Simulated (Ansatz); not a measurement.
# Ti4O3: a relaxation

Aim: relax the cell and atoms of Ti4O3.

Program: Ansatz 0.2.0. Level of theory: DFT PBEsol, scalar-relativistic, plane waves, PAW. These are calculated values, not measurements.

## (1) The system as given

Symmetry: I4/mmm, No. 139, tetragonal system. Conventional cell: a = 4.269 Å, b = 4.269 Å, c = 8.212 Å, α = 90.00°, β = 90.00°, γ = 90.00°. Around Ti (site symmetry mmm) lie 4 O at 2.05 to 2.13 Å. Around Ti (site symmetry 4mm) lie 5 O at 2.14 to 2.24 Å. O (site symmetry -4m2) has 6 Ti at 2.05 to 2.14 Å as nearest neighbours. Around O (site symmetry 4/mmm) lie 6 Ti at 2.13 to 2.24 Å.

Structure file:

```
CELL_PARAMETERS angstrom
-2.13449 2.13449 4.10608
2.13449 -2.13449 4.10608
2.13449 2.13449 -4.10608
ATOMIC_POSITIONS crystal
Ti 0.00000 0.50000 0.50000
Ti 0.27259 0.27259 0.00000
Ti 0.50000 0.00000 0.50000
Ti 0.72741 0.72741 0.00000
O 0.75000 0.25000 0.50000
O 0.00000 0.00000 0.00000
O 0.25000 0.75000 0.50000
```

The structure comes from the Materials Project (structure only).

(A quick probe on a coarse mesh, which set the mesh and smearing, is not shown.)

## (3) The relaxation

File input.yaml:

```yaml
crystal:
  lattice:
    - [-2.13448648, 2.13448648, 4.10608314]
    - [2.13448648, -2.13448648, 4.10608314]
    - [2.13448648, 2.13448648, -4.10608314]
  atoms:
    - { symbol: Ti, position: [0.0, 0.5, 0.5] }
    - { symbol: Ti, position: [0.27258871, 0.27258871, 0.0] }
    - { symbol: Ti, position: [0.5, 0.0, 0.5] }
    - { symbol: Ti, position: [0.72741129, 0.72741129, 0.0] }
    - { symbol: O, position: [0.75, 0.25, 0.5] }
    - { symbol: O, position: [0.0, 0.0, 0.0] }
    - { symbol: O, position: [0.25, 0.75, 0.5] }
basis:
  ecutwfc: 420
kpoints:
  mp_grid: { grid: [12, 12, 12] }
hamiltonian:
  xc: pbesol
scf:
  occupations: { method: gaussian, width: 0.1 }
output:
  forces: true
  stress: true
  eigenvalues: true
  write_density: true
  write_potential: true
  elf: true
  volumetric_format: npy
relax:
  adjacent_minimum: "off"
  f_tol: 0.005
  max_steps: 80
  cell: { stress_tol: 0.05 }
```

Run with:

```bash
$ ansatz run input.yaml --threads 2 --pin off --max-ram 5120MiB --backend cpu --events-out ev --progress --plain --runs-dir out
```

Before running it: what results should come out? Wanted: relaxed cell; volume; formation energy; gap on the mesh.

**Answer**, as computed:

| quantity | value |
| --- | --- |
| relaxed cell (conventional) | a = 4.212 Å, b = 4.212 Å, c = 8.208 Å, α = 90.00°, β = 90.00°, γ = 90.00° |
| space group (0.01 Å) | I4/mmm (No. 139) |
| volume | 10.40 Å³/atom |
| formation energy (elements from runs with the same settings, not shown) | -2.29 eV/atom |
| gap on the mesh | none (metal) |

In words: The cell shrank by 2.7 % in volume on relaxing. A spin-polarised run here lost its starting moments, which speaks against magnetism, though one start doesn't rule it out.
